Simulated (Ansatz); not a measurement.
**InBr₃: energies up the ladder**

The task, for InBr₃: energies up the ladder.

Computed with Ansatz 0.2.0 (the levels named in each step, unless a step's input says otherwise).

## Step 1: The structure to begin with

Bond lengths: Br1–In2 2.492 Å, In2–Br3 2.491 Å, In2–Br4 2.492 Å. Angles: Br1–In2–Br3 120.0°, Br1–In2–Br4 120.0°, Br3–In2–Br4 120.0°.

Structure file:

```xyz
4

Br   -0.8149    2.3546    0.0224
In   -0.0004   -0.0003    0.0002
Br   -1.6316   -1.8830   -0.0293
Br    2.4467   -0.4718    0.0069
```

## Step 2: A rough first relaxation, PBE-D4/def2-SVP

This run stands in another session on the same molecule. It ended at:

```xyz
4

Br   -0.8121    2.3462    0.0224
In   -0.0001    0.0000    0.0001
Br   -1.6257   -1.8764   -0.0292
Br    2.4377   -0.4703    0.0069
```

## Step 3: Relaxation, PBE0-D4/def2-TZVPP

This run stands in another session on the same molecule. It ended at:

```xyz
4

Br   -0.7972    2.3030    0.0220
In    0.0000   -0.0002    0.0001
Br   -1.5962   -1.8419   -0.0286
Br    2.3932   -0.4614    0.0068
```

## Step 4: Frequencies, PBE0-D4/def2-TZVPP

The input, input.yaml:

```yaml
crystal:
  periodic: [false, false, false]
  atoms:
    - { symbol: Br, position_ang: [-0.79717794, 2.30299652, 0.02198171] }
    - { symbol: In, position_ang: [-2.755e-05, -0.00017278, 5.039e-05] }
    - { symbol: Br, position_ang: [-1.59619381, -1.84189016, -0.02862627] }
    - { symbol: Br, position_ang: [2.39322929, -0.46144356, 0.00679417] }
basis:
  gaussian: { orbitals: def2-TZVPP }
hamiltonian:
  xc: pbe0
  dispersion: d4
phonons: {}
```

The run is started by

```sh
$ ansatz run input.yaml --threads 4 --pin off --max-ram 10240MiB --backend cpu --events-out ev --progress --plain --runs-dir out
```

Log:

```text
Warning: RAYON_NUM_THREADS=4 ignored (pool sized by the plan → 4); use --threads N
Engine: ansatz 0.2.0, x86_64-unknown-linux-gnu
Functional definition: PBE0
  parameter a = 0.25
  parameter kappa = 0.804
  parameter beta = 0.06672455060314922
  exchange = (1 - a)*pbe_x(kappa = kappa, mu = beta*pi^2/3) + a*exact_x
  correlation = pbe_c(beta = beta)
1720 factors; their error is unknown
mean field evaluation 1: about -215290.9490 eV, gradient 2.0e1 eV
mean field evaluation 2: about -215290.4298 eV, gradient 2.6e1 eV
mean field evaluation 4: about -215291.9715 eV, gradient 6.4e-1 eV
mean field evaluation 8: about -215293.3208 eV, gradient 6.7e-1 eV
mean field evaluation 16: about -215293.3211 eV, gradient 7.5e-6 eV
mean field -215293.32114846 eV, -7911.8836211516 hartree, gradient 7.4e-6 eV, S^2 0.000000; 0 other end points of the search recorded, 0 dependent functions left out
the calculation of the forces begins
reference -215293.32117965 eV, -7911.8836222979 hartree; 63, 63 occupied and 131, 131 virtual orbitals, 1720 factors
these checks for a lower state are left out or cut short: stability, starts, cluster_reference, orbital_swaps, neighbouring_geometries, increment
1720 factors; their error is unknown
mean field -215293.32109822 eV, -7911.8836193052 hartree, gradient 9.3e-7 eV, S^2 0.000000; 0 other end points of the search recorded, 0 dependent functions left out
the calculation of the forces begins
reference -215293.32112941 eV, -7911.8836204514 hartree; 63, 63 occupied and 131, 131 virtual orbitals, 1720 factors
these checks for a lower state are left out or cut short: stability, starts, cluster_reference, orbital_swaps, neighbouring_geometries, increment
1720 factors; their error is unknown
mean field evaluation 32: about -215293.3212 eV, gradient 9.4e-7 eV
mean field -215293.32117126 eV, -7911.8836219893 hartree, gradient 9.4e-7 eV, S^2 0.000000; 0 other end points of the search recorded, 0 dependent functions left out
the calculation of the forces begins
reference -215293.32120245 eV, -7911.8836231356 hartree; 63, 63 occupied and 131, 131 virtual orbitals, 1720 factors
these checks for a lower state are left out or cut short: stability, starts, cluster_reference, orbital_swaps, neighbouring_geometries, increment
1720 factors; their error is unknown
mean field -215293.32110967 eV, -7911.8836197260 hartree, gradient 9.3e-7 eV, S^2 0.000000; 0 other end points of the search recorded, 0 dependent functions left out
the calculation of the forces begins
reference -215293.32114086 eV, -7911.8836208723 hartree; 63, 63 occupied and 131, 131 virtual orbitals, 1720 factors
these checks for a lower state are left out or cut short: stability, starts, cluster_reference, orbital_swaps, neighbouring_geometries, increment
1720 factors; their error is unknown
mean field -215293.32110958 eV, -7911.8836197228 hartree, gradient 9.3e-7 eV, S^2 0.000000; 0 other end points of the search recorded, 0 dependent functions left out
the calculation of the forces begins
reference -215293.32114077 eV, -7911.8836208691 hartree; 63, 63 occupied and 131, 131 virtual orbitals, 1720 factors
these checks for a lower state are left out or cut short: stability, starts, cluster_reference, orbital_swaps, neighbouring_geometries, increment
1720 factors; their error is unknown
mean field -215293.32107776 eV, -7911.8836185535 hartree, gradient 9.3e-7 eV, S^2 0.000000; 0 other end points of the search recorded, 0 dependent functions left out
the calculation of the forces begins
reference -215293.32110895 eV, -7911.8836196997 hartree; 63, 63 occupied and 131, 131 virtual orbitals, 1720 factors
these checks for a lower state are left out or cut short: stability, starts, cluster_reference, orbital_swaps, neighbouring_geometries, increment
1720 factors; their error is unknown
mean field -215293.32117325 eV, -7911.8836220624 hartree, gradient 9.4e-7 eV, S^2 0.000000; 0 other end points of the search recorded, 0 dependent functions left out
the calculation of the forces begins
reference -215293.32120444 eV, -7911.8836232088 hartree; 63, 63 occupied and 131, 131 virtual orbitals, 1720 factors
these checks for a lower state are left out or cut short: stability, starts, cluster_reference, orbital_swaps, neighbouring_geometries, increment
1720 factors; their error is unknown
mean field evaluation 64: about -215291.9723 eV, gradient 3.5e-4 eV
mean field -215293.32111011 eV, -7911.8836197423 hartree, gradient 9.3e-7 eV, S^2 0.000000; 0 other end points of the search recorded, 0 dependent functions left out
the calculation of the forces begins
reference -215293.32114130 eV, -7911.8836208885 hartree; 63, 63 occupied and 131, 131 virtual orbitals, 1720 factors
these checks for a lower state are left out or cut short: stability, starts, cluster_reference, orbital_swaps, neighbouring_geometries, increment
1720 factors; their error is unknown
mean field -215293.32116860 eV, -7911.8836218916 hartree, gradient 9.3e-7 eV, S^2 0.000000; 0 other end points of the search recorded, 0 dependent functions left out
the calculation of the forces begins
reference -215293.32119979 eV, -7911.8836230380 hartree; 63, 63 occupied and 131, 131 virtual orbitals, 1720 factors
Total energy: -215293.46386612 eV, -7911.8888659287 hartree
Atom 0 at    -0.797178     2.302997     0.021982 Å, force    -0.000030     0.000088     0.000001 eV/Å
Atom 1 at    -0.000028    -0.000173     0.000050 Å, force     0.000018    -0.000053    -0.000001 eV/Å
Atom 2 at    -1.596194    -1.841890    -0.028626 Å, force    -0.000038    -0.000033    -0.000001 eV/Å
Atom 3 at     2.393229    -0.461444     0.006794 Å, force     0.000050    -0.000002     0.000000 eV/Å
Dipole moment:     0.000021    -0.000062    -0.000001 e Å
Vibrations: 60.64 60.70 78.47 212.83 286.45 286.52 cm⁻¹, zero-point energy 0.061100 eV
```

Run time: 53 s. Hardware: 4 threads of Intel Xeon Platinum 8259CL at 2.50GHz (Skylake/Cascade Lake), shared host; peak memory 0.84 GiB.

Harmonic frequencies (cm⁻¹; negative: imaginary): 61, 61, 78, 213, 286, 287.

## Step 5: Single point, PBE-D4/def2-TZVPP

Edit input.yaml of step 4 so:

```diff
@@ -10,4 +10,3 @@
 hamiltonian:
-  xc: pbe0
+  xc: pbe
   dispersion: d4
-phonons: {}
```

The run is started by

```sh
$ ansatz run input.yaml --threads 4 --pin off --max-ram 10240MiB --backend cpu --events-out ev --progress --plain --runs-dir out
```

Log:

```text
Warning: RAYON_NUM_THREADS=4 ignored (pool sized by the plan → 4); use --threads N
Engine: ansatz 0.2.0, x86_64-unknown-linux-gnu
Functional definition: PBE
  parameter kappa = 0.804
  parameter beta = 0.06672455060314922
  exchange = pbe_x(kappa = kappa, mu = beta*pi^2/3)
  correlation = pbe_c(beta = beta)
1516 factors; their error is unknown
mean field evaluation 1: about -215284.7549 eV, gradient 2.4e1 eV
mean field evaluation 2: about -215283.0896 eV, gradient 3.4e1 eV
mean field evaluation 4: about -215286.0584 eV, gradient 1.8e0 eV
mean field evaluation 8: about -215286.0671 eV, gradient 5.3e-2 eV
mean field evaluation 16: about -215285.9998 eV, gradient 1.8e-5 eV
mean field -215285.99981875 eV, -7911.6145672471 hartree, gradient 1.8e-5 eV, S^2 0.000000; 0 other end points of the search recorded, 0 dependent functions left out
reference -215285.99986170 eV, -7911.6145688257 hartree; 63, 63 occupied and 131, 131 virtual orbitals, 1516 factors
Total energy: -215286.16046099 eV, -7911.6204707408 hartree
```

It took 2.1 s on 4 threads of Intel Xeon Platinum 8259CL at 2.50GHz (Skylake/Cascade Lake), shared host; peak memory 0.32 GiB.

## Step 6: Single point, r2SCAN-D4/def2-TZVPP

Edit input.yaml of step 5 so:

```diff
@@ -10,3 +10,3 @@
 hamiltonian:
-  xc: pbe
+  xc: r2scan
   dispersion: d4
```

The run is started by

```sh
$ ansatz run input.yaml --threads 4 --pin off --max-ram 10240MiB --backend cpu --events-out ev --progress --plain --runs-dir out
```

Log:

```text
Warning: RAYON_NUM_THREADS=4 ignored (pool sized by the plan → 4); use --threads N
Engine: ansatz 0.2.0, x86_64-unknown-linux-gnu
Functional definition: r2SCAN
  parameter k0 = 0.174
  parameter k1 = 0.065
  parameter a1 = 4.9479
  exchange = r2scan_x(k0 = k0, k1 = k1, a1 = a1)
  correlation = r2scan_c
1516 factors; their error is unknown
mean field evaluation 1: about -215317.2965 eV, gradient 2.1e1 eV
mean field evaluation 2: about -215316.0942 eV, gradient 3.1e1 eV
mean field evaluation 4: about -215318.4273 eV, gradient 1.5e0 eV
mean field evaluation 8: about -215318.4285 eV, gradient 3.6e-2 eV
mean field evaluation 16: about -215318.3612 eV, gradient 3.6e-5 eV
mean field -215318.36116070 eV, -7912.8038246286 hartree, gradient 3.6e-5 eV, S^2 0.000000; 0 other end points of the search recorded, 0 dependent functions left out
reference -215318.36117252 eV, -7912.8038250629 hartree; 63, 63 occupied and 131, 131 virtual orbitals, 1516 factors
Total energy: -215318.39616979 eV, -7912.8051111890 hartree
```

Wall time 4.3 s (4 threads of Intel Xeon Platinum 8259CL at 2.50GHz (Skylake/Cascade Lake), shared host); peak memory 0.35 GiB.

## Step 7: Single point, B3LYP-D4/def2-TZVPP

Edit input.yaml of step 6 so:

```diff
@@ -10,3 +10,3 @@
 hamiltonian:
-  xc: r2scan
+  xc: { name: B3LYP }
   dispersion: d4
```

The run is started by

```sh
$ ansatz run input.yaml --threads 4 --pin off --max-ram 10240MiB --backend cpu --events-out ev --progress --plain --runs-dir out
```

Log:

```text
Warning: RAYON_NUM_THREADS=4 ignored (pool sized by the plan → 4); use --threads N
Engine: ansatz 0.2.0, x86_64-unknown-linux-gnu
Functional definition: B3LYP
  parameter a0 = 0.2
  parameter ax = 0.72
  parameter ac = 0.81
  exchange = (1 - a0 - ax)*slater_x + ax*b88_x + a0*exact_x
  correlation = (1 - ac)*vwn_rpa_c + ac*lyp_c
1704 factors; their error is unknown
mean field evaluation 1: about -215319.2903 eV, gradient 2.1e1 eV
mean field evaluation 2: about -215318.3669 eV, gradient 2.9e1 eV
mean field evaluation 4: about -215320.4817 eV, gradient 8.3e-1 eV
mean field evaluation 8: about -215321.5539 eV, gradient 5.4e-1 eV
mean field evaluation 16: about -215321.5541 eV, gradient 2.5e-5 eV
mean field -215321.55412276 eV, -7912.9211638202 hartree, gradient 2.5e-5 eV, S^2 0.000000; 0 other end points of the search recorded, 0 dependent functions left out
reference -215321.55438237 eV, -7912.9211733604 hartree; 63, 63 occupied and 131, 131 virtual orbitals, 1704 factors
Total energy: -215321.82054456 eV, -7912.9309546408 hartree
```

It took 5 s on 4 threads of Intel Xeon Platinum 8259CL at 2.50GHz (Skylake/Cascade Lake), shared host; peak memory 0.71 GiB.

## Step 8: Single point, wB97M-V/def2-TZVPP

Edit input.yaml of step 7 so:

```diff
@@ -10,3 +10,2 @@
 hamiltonian:
-  xc: { name: B3LYP }
-  dispersion: d4
+  xc: { name: wB97M-V }
```

The run is started by

```sh
$ ansatz run input.yaml --threads 4 --pin off --max-ram 10240MiB --backend cpu --events-out ev --progress --plain --runs-dir out
```

Log:

```text
Warning: RAYON_NUM_THREADS=4 ignored (pool sized by the plan → 4); use --threads N
Engine: ansatz 0.2.0, x86_64-unknown-linux-gnu
Functional definition: wB97M-V
  parameter omega = 0.3/bohr
  parameter cx = 0.15
  parameter cx01 = 1.007
  parameter cx10 = 0.259
  parameter css00 = 0.443
  parameter css04 = -1.437
  parameter css10 = -4.535
  parameter css20 = -3.390
  parameter css43 = 4.278
  parameter cos00 = 1.000
  parameter cos10 = 1.358
  parameter cos20 = 2.924
  parameter cos21 = -8.812
  parameter cos60 = -1.390
  parameter cos61 = 9.142
  parameter b = 6.0
  parameter c = 0.01
  gx(w, u) = 1 - cx + cx01*u + cx10*w
  gss(w, u) = css00 + css04*u^4 + css10*w + css20*w^2 + css43*w^4*u^3
  gos(w, u) = cos00 + cos10*w + (cos20 + cos21*u)*w^2 + (cos60 + cos61*u)*w^6
  exchange = spin_sum(e_x_unif_sr(omega)*gx(b97_w, b97_u_x)) + cx*exact_x_sr(omega) + exact_x_lr(omega)
  correlation = spin_sum(e_c_pw_mod_same_spin*gss(b97_w, b97_u_same))
      + integral(e_c_pw_mod_opposite_spin*gos(b97_w_opposite, b97_u_opposite)) + vv10(b, c)
1648 factors; their error is unknown
228 factors; integrals over basis functions are off by at most 5.4e-5 eV
mean field evaluation 1: about -215302.5268 eV, gradient 2.0e1 eV
mean field evaluation 2: about -215303.0452 eV, gradient 1.8e1 eV
mean field evaluation 4: about -215303.7641 eV, gradient 4.6e-1 eV
mean field evaluation 8: about -215304.5447 eV, gradient 4.3e-1 eV
mean field evaluation 16: about -215304.5449 eV, gradient 4.3e-5 eV
mean field -215304.54488801 eV, -7912.2960859723 hartree, gradient 4.3e-5 eV, S^2 0.000000; 0 other end points of the search recorded, 0 dependent functions left out
reference -215304.54493813 eV, -7912.2960878143 hartree; 63, 63 occupied and 131, 131 virtual orbitals, 1648 factors
Total energy: -215304.54493813 eV, -7912.2960878143 hartree
```

Wall time 11 s (4 threads of Intel Xeon Platinum 8259CL at 2.50GHz (Skylake/Cascade Lake), shared host); peak memory 0.87 GiB.

## Step 9: Single point, B2PLYP/def2-TZVPP

Edit input.yaml of step 8 so:

```diff
@@ -10,2 +10,2 @@
 hamiltonian:
-  xc: { name: wB97M-V }
+  xc: { name: B2PLYP }
```

The run is started by

```sh
$ ansatz run input.yaml --threads 4 --pin off --max-ram 10240MiB --backend cpu --events-out ev --progress --plain --runs-dir out
```

Log:

```text
Warning: RAYON_NUM_THREADS=4 ignored (pool sized by the plan → 4); use --threads N
Engine: ansatz 0.2.0, x86_64-unknown-linux-gnu
Functional definition: B2PLYP
  parameter a = 0.53
  parameter c = 0.27
  exchange = (1 - a)*b88_x + a*exact_x
  correlation = (1 - c)*lyp_c + c*(mp2_os + mp2_ss)
1469 factors; integrals over basis functions are off by at most 8.8e-4 eV
mean field evaluation 1: about -215269.8919 eV, gradient 1.9e1 eV
mean field evaluation 2: about -215269.9824 eV, gradient 1.9e1 eV
mean field evaluation 4: about -215271.0429 eV, gradient 1.6e0 eV
mean field evaluation 8: about -215271.0494 eV, gradient 1.4e-1 eV
mean field evaluation 16: about -215271.0495 eV, gradient 1.4e-5 eV
mean field -215271.04948412 eV, -7911.0651525833 hartree, gradient 3.5e-6 eV, S^2 0.000000; 0 other end points of the search recorded, 0 dependent functions left out
31 core orbitals not correlated: weight in the atoms' cores, before any rotation towards them, 1.000 or more for the frozen orbitals, at most 0.000 for the correlated occupied ones
reference -215271.04964885 eV, -7911.0651586371 hartree; 32, 32 occupied and 131, 131 virtual orbitals, 1469 factors
second order -35.05952254 eV of doubles, -0.00000000 eV of singles
Total energy: -215280.51571994 eV, -7911.4130303332 hartree
```

Run time: 8 s. Hardware: 4 threads of Intel Xeon Platinum 8259CL at 2.50GHz (Skylake/Cascade Lake), shared host; peak memory 0.63 GiB.

## Step 10: Single point, LDA/def2-TZVPP

Edit input.yaml of step 9 so:

```diff
@@ -10,2 +10,2 @@
 hamiltonian:
-  xc: { name: B2PLYP }
+  xc: lda
```

The run is started by

```sh
$ ansatz run input.yaml --threads 4 --pin off --max-ram 10240MiB --backend cpu --events-out ev --progress --plain --runs-dir out
```

Log:

```text
Warning: RAYON_NUM_THREADS=4 ignored (pool sized by the plan → 4); use --threads N
Engine: ansatz 0.2.0, x86_64-unknown-linux-gnu
Functional definition: SPW92
  exchange = slater_x
  correlation = pw_c
1516 factors; their error is unknown
mean field evaluation 1: about -215017.0722 eV, gradient 2.9e1 eV
mean field evaluation 2: about -215015.1114 eV, gradient 3.9e1 eV
mean field evaluation 4: about -215018.6453 eV, gradient 1.9e0 eV
mean field evaluation 8: about -215018.5890 eV, gradient 2.9e-2 eV
mean field -215018.58902905 eV, -7901.7874019832 hartree, gradient 8.2e-5 eV, S^2 0.000000; 0 other end points of the search recorded, 0 dependent functions left out
reference -215018.58906802 eV, -7901.7874034153 hartree; 63, 63 occupied and 131, 131 virtual orbitals, 1516 factors
Total energy: -215018.58906802 eV, -7901.7874034153 hartree
```

Wall time 1.5 s (4 threads of Intel Xeon Platinum 8259CL at 2.50GHz (Skylake/Cascade Lake), shared host); peak memory 0.32 GiB.

## Step 11: Single point, PBE0-D4/def2-SVP

Edit input.yaml of step 10 so:

```diff
@@ -8,4 +8,5 @@
 basis:
-  gaussian: { orbitals: def2-TZVPP }
+  gaussian: { orbitals: def2-SVP }
 hamiltonian:
-  xc: lda
+  xc: pbe0
+  dispersion: d4
```

The run is started by

```sh
$ ansatz run input.yaml --threads 4 --pin off --max-ram 10240MiB --backend cpu --events-out ev --progress --plain --runs-dir out
```

Log:

```text
Warning: RAYON_NUM_THREADS=4 ignored (pool sized by the plan → 4); use --threads N
Engine: ansatz 0.2.0, x86_64-unknown-linux-gnu
Functional definition: PBE0
  parameter a = 0.25
  parameter kappa = 0.804
  parameter beta = 0.06672455060314922
  exchange = (1 - a)*pbe_x(kappa = kappa, mu = beta*pi^2/3) + a*exact_x
  correlation = pbe_c(beta = beta)
1248 factors; integrals over basis functions are off by at most 2.4e-4 eV
mean field evaluation 1: about -215266.4965 eV, gradient 1.8e1 eV
mean field evaluation 2: about -215265.8293 eV, gradient 2.4e1 eV
mean field evaluation 4: about -215267.5318 eV, gradient 2.8e-1 eV
mean field evaluation 8: about -215267.5456 eV, gradient 2.1e-2 eV
mean field evaluation 16: about -215267.5456 eV, gradient 1.2e-5 eV
mean field -215267.54555436 eV, -7910.9363855398 hartree, gradient 1.2e-5 eV, S^2 0.000000; 0 other end points of the search recorded, 0 dependent functions left out
reference -215267.54558500 eV, -7910.9363866657 hartree; 63, 63 occupied and 59, 59 virtual orbitals, 1248 factors
Total energy: -215267.68827147 eV, -7910.9416302966 hartree
```

It took 2.8 s on 4 threads of Intel Xeon Platinum 8259CL at 2.50GHz (Skylake/Cascade Lake), shared host; peak memory 0.38 GiB.

## Step 12: Single point, PBE-D4/def2-SVP

Edit input.yaml of step 11 so:

```diff
@@ -10,3 +10,3 @@
 hamiltonian:
-  xc: pbe0
+  xc: pbe
   dispersion: d4
```

The run is started by

```sh
$ ansatz run input.yaml --threads 4 --pin off --max-ram 10240MiB --backend cpu --events-out ev --progress --plain --runs-dir out
```

Log:

```text
Warning: RAYON_NUM_THREADS=4 ignored (pool sized by the plan → 4); use --threads N
Engine: ansatz 0.2.0, x86_64-unknown-linux-gnu
Functional definition: PBE
  parameter kappa = 0.804
  parameter beta = 0.06672455060314922
  exchange = pbe_x(kappa = kappa, mu = beta*pi^2/3)
  correlation = pbe_c(beta = beta)
1351 factors; their error is unknown
mean field evaluation 1: about -215259.1845 eV, gradient 2.1e1 eV
mean field evaluation 2: about -215257.0952 eV, gradient 3.2e1 eV
mean field evaluation 4: about -215260.3346 eV, gradient 8.4e-1 eV
mean field evaluation 8: about -215260.1804 eV, gradient 7.6e-3 eV
mean field -215260.18036375 eV, -7910.6657197771 hartree, gradient 1.3e-5 eV, S^2 0.000000; 0 other end points of the search recorded, 0 dependent functions left out
reference -215260.18040478 eV, -7910.6657212848 hartree; 63, 63 occupied and 59, 59 virtual orbitals, 1351 factors
Total energy: -215260.34100407 eV, -7910.6716231998 hartree
```

Wall time 1.5 s (4 threads of Intel Xeon Platinum 8259CL at 2.50GHz (Skylake/Cascade Lake), shared host); peak memory 0.21 GiB.

## Step 13: Geometries side by side

```csv
level,Br1–In2 (Å),In2–Br3 (Å),In2–Br4 (Å),rotational constants (MHz),dipole (D),highest frequency (cm⁻¹),CPU time
PBE0-D4/def2-TZVPP,2.4373,2.4373,2.4373,"718.7, 718.63, 359.33",0.00,287,2.1 min
```

Constants are for the commonest isotopes at the equilibrium geometry; times are CPU times of the relaxations.

## Step 14: Total energies

```csv
level,energy (eV),CPU time
PBE-D4/def2-TZVPP,-215286.1605,7.2 s
r2SCAN-D4/def2-TZVPP,-215318.3962,15 s
B3LYP-D4/def2-TZVPP,-215321.8205,18 s
wB97M-V/def2-TZVPP,-215304.5449,42 s
B2PLYP/def2-TZVPP,-215280.5157,30 s
LDA/def2-TZVPP,-215018.5891,5.1 s
PBE0-D4/def2-SVP,-215267.6883,9.8 s
PBE-D4/def2-SVP,-215260.3410,5.2 s
```

## Step 15: Outcome

| quantity | value |
| --- | --- |
| Br1–In2 at PBE0-D4/def2-TZVPP | 2.437 Å |
| In2–Br3 at PBE0-D4/def2-TZVPP | 2.437 Å |
| In2–Br4 at PBE0-D4/def2-TZVPP | 2.437 Å |
| frequencies at PBE0-D4/def2-TZVPP | 61 to 287 cm⁻¹ |
| energy at PBE-D4/def2-SVP | -215260.341 eV |

**Reading.** No mode is imaginary, so the geometry is a minimum. These totals serve in differences with atoms or fragments at the same level; alone they don't rank the methods. Heavy atoms carry effective core potentials in def2 sets, and spin-orbit coupling is left out.
